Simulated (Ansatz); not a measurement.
## Nudged elastic band run: LiSi₁₆, charge +1

Input:

```yaml
crystal:
  lattice:
    - [0.0, 5.42712, 5.42712]
    - [5.42712, 0.0, 5.42712]
    - [5.42712, 5.42712, 0.0]
  atoms:
    - { symbol: Si, position: [0.37289187, 0.37270947, 0.38172761] }
    - { symbol: Si, position: [0.24826116, 0.24810891, 0.25187786] }
    - { symbol: Si, position: [0.37298614, 0.3727971, 0.87281401] }
    - { symbol: Si, position: [0.25089832, 0.24974102, 0.74983445] }
    - { symbol: Si, position: [0.37739884, 0.87421014, 0.37423424] }
    - { symbol: Si, position: [0.24823004, 0.75183776, 0.25187549] }
    - { symbol: Si, position: [0.37292077, 0.88162905, 0.8727527] }
    - { symbol: Si, position: [0.24827489, 0.7518403, 0.74813254] }
    - { symbol: Si, position: [0.87438625, 0.37754595, 0.37407058] }
    - { symbol: Si, position: [0.75230809, 0.24790411, 0.25190405] }
    - { symbol: Si, position: [0.88285052, 0.37238948, 0.87240325] }
    - { symbol: Si, position: [0.75231308, 0.2479461, 0.74795569] }
    - { symbol: Si, position: [0.87435906, 0.87402256, 0.37404513] }
    - { symbol: Si, position: [0.74990547, 0.75002735, 0.2500173] }
    - { symbol: Si, position: [0.87439861, 0.87405905, 0.87753404] }
    - { symbol: Si, position: [0.75230935, 0.75186796, 0.74792626] }
    - { symbol: Li, position: [0.50245573, 0.49927437, -0.00049891] }
total_charge: 1
basis:
  ecutwfc: 420.0
kpoints:
  mp_grid: { grid: [2, 2, 2] }
hamiltonian:
  xc: pbesol
scf:
  occupations: { method: gaussian, width: 0.05 }
  lower_state_search: "off"
neb:
  images: 7
  f_tol: 0.05
  initial_path: linear
  max_iterations: 42
  spring: 10.0
  final_atoms:
    - { symbol: Si, position: [0.37683138, 0.37311149, 0.37761073] }
    - { symbol: Si, position: [0.25214617, 0.2431398, 0.25299973] }
    - { symbol: Si, position: [0.37678513, 0.37306523, 0.87375636] }
    - { symbol: Si, position: [0.24743296, 0.25085304, 0.75146509] }
    - { symbol: Si, position: [0.37481596, 0.87504611, 0.37581646] }
    - { symbol: Si, position: [0.25218087, 0.7523767, 0.25301912] }
    - { symbol: Si, position: [0.37681497, 0.8769972, 0.87376797] }
    - { symbol: Si, position: [0.25211127, 0.75231206, 0.74389939] }
    - { symbol: Si, position: [0.87288546, 0.37309518, 0.37759671] }
    - { symbol: Si, position: [0.75068371, 0.25087004, 0.24817159] }
    - { symbol: Si, position: [0.87486304, 0.37503535, 0.87560297] }
    - { symbol: Si, position: [0.7506434, 0.25083478, 0.75145314] }
    - { symbol: Si, position: [0.87291188, 0.87701812, 0.37761445] }
    - { symbol: Si, position: [0.7429124, 0.75235502, 0.25300607] }
    - { symbol: Si, position: [0.87286078, 0.87697675, 0.87375996] }
    - { symbol: Si, position: [0.75067005, 0.74760523, 0.75146768] }
    - { symbol: Li, position: [0.12481133, 0.62505124, 0.1258484] }
  order_check: true
```

Launched with:

```bash
$ ansatz run input.yaml --threads 1 --pin off --max-ram 3072MiB --backend cpu --events-out ev --progress --plain --runs-dir out
```

Output, in part (warnings, iteration lines):

```
NEB end point (image 0): max|allowed force component| = 2.521e-2 eV/Å (the criterion of neb.relax_end_points is 1.000e-2)
NEB end point (image 8): max|allowed force component| = 1.294e-3 eV/Å (the criterion of neb.relax_end_points is 1.000e-2)
NEB iter   1: max|band force component| = 8.220e-1 eV/Å  barrier→ = 0.8175 eV  barrier← = 0.8178 eV  Δτ_max = 0.0907 Å  (57 SCF iters)
NEB iter   2: max|band force component| = 2.456e-1 eV/Å  barrier→ = 0.6380 eV  barrier← = 0.6383 eV  CI = image 4  Δτ_max = 0.1005 Å  (42 SCF iters)
NEB iter   3: max|band force component| = 7.156e-2 eV/Å  barrier→ = 0.5870 eV  barrier← = 0.5873 eV  CI = image 4  Δτ_max = 0.0162 Å  (42 SCF iters)
NEB iter   4: max|band force component| = 2.564e-2 eV/Å  barrier→ = 0.5854 eV  barrier← = 0.5857 eV  CI = image 4  CI's point: of a kind that is not told: the force calls were inconclusive, a negative curvature could not be distinguished from the path's own, the only one lies far off the path, or fixed occupations may fill a level only in part  Δτ_max = 0.0000 Å  (224 SCF iters)
```

It converged. By the program's own check the climbing image is of a kind that is not told: the force calls were inconclusive, a negative curvature could not be distinguished from the path's own, the only one lies far off the path, or fixed occupations may fill a level only in part (lowest curvatures found: -2.25 and 0.74 eV/Å²). Limits of this set-up: charged cell in a uniform background, uncorrected.

Final band (atoms are numbered from 1 in the order of the input):

```json
{"image": "0", "path coordinate (Å)": "0.00", "energy (eV)": "0.00", "Si10–Li17 (Å)": "2.73", "Si11–Li17 (Å)": "2.38", "Si12–Li17 (Å)": "2.73"}
{"image": "1", "path coordinate (Å)": "0.33", "energy (eV)": "0.05", "Si10–Li17 (Å)": "2.85", "Si11–Li17 (Å)": "2.47", "Si12–Li17 (Å)": "2.85"}
{"image": "2", "path coordinate (Å)": "0.66", "energy (eV)": "0.23", "Si10–Li17 (Å)": "3.04", "Si11–Li17 (Å)": "2.70", "Si12–Li17 (Å)": "3.04"}
{"image": "3", "path coordinate (Å)": "0.99", "energy (eV)": "0.47", "Si10–Li17 (Å)": "3.27", "Si11–Li17 (Å)": "3.02", "Si12–Li17 (Å)": "3.27"}
{"image": "4", "path coordinate (Å)": "1.32", "energy (eV)": "0.59", "Si10–Li17 (Å)": "3.52", "Si11–Li17 (Å)": "3.34", "Si12–Li17 (Å)": "3.52"}
{"image": "5", "path coordinate (Å)": "1.65", "energy (eV)": "0.47", "Si10–Li17 (Å)": "3.78", "Si11–Li17 (Å)": "3.68", "Si12–Li17 (Å)": "3.78"}
{"image": "6", "path coordinate (Å)": "1.98", "energy (eV)": "0.24", "Si10–Li17 (Å)": "4.05", "Si11–Li17 (Å)": "4.03", "Si12–Li17 (Å)": "4.05"}
{"image": "7", "path coordinate (Å)": "2.31", "energy (eV)": "0.05", "Si10–Li17 (Å)": "4.31", "Si11–Li17 (Å)": "4.39", "Si12–Li17 (Å)": "4.31"}
{"image": "8", "path coordinate (Å)": "2.64", "energy (eV)": "0.00", "Si10–Li17 (Å)": "4.50", "Si11–Li17 (Å)": "4.70", "Si12–Li17 (Å)": "4.50"}
```

Time of the run: 6.5 min on 1 thread of Arm Neoverse V1, on a shared host, peak memory 0.94 GiB.
